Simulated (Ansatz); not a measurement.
# BP: the cost of one run

Program: Ansatz 0.2.0. Level of theory: DFT r2SCAN, scalar-relativistic, plane waves, PAW. These are calculated values, not measurements.

2 further runs of the same task are left out: 2 set aside as unsound or not needed.

### 1 The structure to begin with

The structure is cubic, space group F-43m (No. 216). The conventional cell has a = 4.537 Å, b = 4.537 Å, c = 4.537 Å, α = 90.00°, β = 90.00°, γ = 90.00°. B (site symmetry -43m) is surrounded by 4 P at 1.96 Å. P (site symmetry -43m) is surrounded by 4 B at 1.96 Å.

Structure file:

```xyz
12
Lattice="2.2683 -2.2683 0.0000 2.2683 0.0000 -2.2683 9.0731 9.0731 9.0731" Properties=species:S:1:pos:R:3 pbc="T T T"
B     6.8048    2.2683    4.5365
B     4.5365    2.2683    2.2683
B     9.0731    4.5365    4.5365
B     4.5365   -2.2683   -2.2683
B     9.0731    6.8048    6.8048
B     4.5365    0.0000    0.0000
P     7.9389    3.4024    3.4024
P     7.9389    1.1341    1.1341
P     7.9389    5.6707    5.6707
P     3.4024   -1.1341   -1.1341
P     7.9389    7.9389    7.9389
P     3.4024    1.1341    1.1341
```

It is built from the cell relaxed beforehand with the same method (11.67 Å³/atom).

### 2 The reference: the undisturbed cell on the scan's mesh

input.yaml

```yaml
crystal:
  lattice:
    - [2.2682668141, -2.2682668141, 0.0]
    - [2.2682668141, 0.0, -2.2682668141]
    - [9.0730672565, 9.0730672565, 9.0730672565]
  atoms:
    - { symbol: B, position: [1.0, 0.0, 0.5] }
    - { symbol: B, position: [0.3333333333, 0.3333333333, 0.3333333333] }
    - { symbol: B, position: [0.6666666667, 0.6666666667, 0.6666666667] }
    - { symbol: B, position: [1.0, 1.0, 0.0] }
    - { symbol: B, position: [0.3333333333, 0.3333333333, 0.8333333333] }
    - { symbol: B, position: [0.6666666667, 0.6666666667, 0.1666666667] }
    - { symbol: P, position: [0.6666666667, 0.6666666667, 0.5416666667] }
    - { symbol: P, position: [1.0, 1.0, 0.375] }
    - { symbol: P, position: [0.3333333333, 0.3333333333, 0.7083333333] }
    - { symbol: P, position: [0.6666666667, 0.6666666667, 0.0416666667] }
    - { symbol: P, position: [0.0, 0.0, 0.875] }
    - { symbol: P, position: [0.3333333333, 0.3333333333, 0.2083333333] }
basis:
  ecutwfc: 500
kpoints:
  mp_grid: { grid: [10, 10, 2] }
hamiltonian:
  xc: r2scan
scf:
  occupations: { method: gaussian, width: 0.05 }
output:
  forces: true
  stress: true
  eigenvalues: true
  write_density: true
  write_potential: true
  elf: true
  volumetric_format: npy
```

Started as:

```sh
ansatz run input.yaml --threads 2 --pin off --max-ram 5120MiB --backend cpu --events-out ev --progress --plain --runs-dir out
```

**Question.** How long does this run take on 2 threads of Oxide Virtual Turin-like (Zen 5), shared host, and how much memory does it need?

About 9.2 s, with a peak of 0.69 GiB.
